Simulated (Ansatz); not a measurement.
GeW:

```
Ge W
1.0
     0.00000    2.57761    2.57761
     2.57761    0.00000    2.57761
     2.57761    2.57761    0.00000
Ge W
1 1
Direct
  0.50000 0.50000 0.50000
  0.00000 0.00000 0.00000
```

The cell was built by a generator and needn't be a form met in nature.

| Quantity | Value |
| --- | --- |
| Program | Ansatz 0.2.0 |
| Task | relaxation of cell and atoms |
| Functional | RPBE |
| Potentials or basis | Ansatz PAW |
| Cutoff | 420 eV (not typed: the program's choice for these potentials) |
| k mesh | 9 × 9 × 9 |
| Occupations | fermi-dirac, width 0.05 eV |
| Spin | no spin polarisation |

At the start: volume 17.13 Å³/atom.

Problem. How do energy, volume and symmetry change on relaxing?

Solution. It ends after 5 steps and the volume is 17.43 Å³/atom (+1.8 %); space group Fm-3m (No. 225, to 0.05 Å).

The path:
```tsv
step	energy change (eV)	largest force (eV/Å)	volume (Å³)
1	0.0000	0.0000	34.25
2	-0.0028	0.0000	35.29
3	-0.0055	0.0000	34.88
4	-0.0055	0.0000	34.87
5	-0.0057	0.0000	34.87
```

Final structure:
```xyz
2
Lattice="0.0000 2.5930 2.5930 2.5930 0.0000 2.5930 2.5930 2.5930 0.0000" Properties=species:S:1:pos:R:3 pbc="T T T"
Ge    2.5930    2.5930    2.5930
W     0.0000    0.0000    0.0000
```

Caveat: the plane-wave basis is chosen anew once the cell has moved, so the energies of steps on either side of that aren't comparable; the PAW data sets come from PBE, with cores solved anew for the run's functional, which leaves a small shift of forces and pressure.
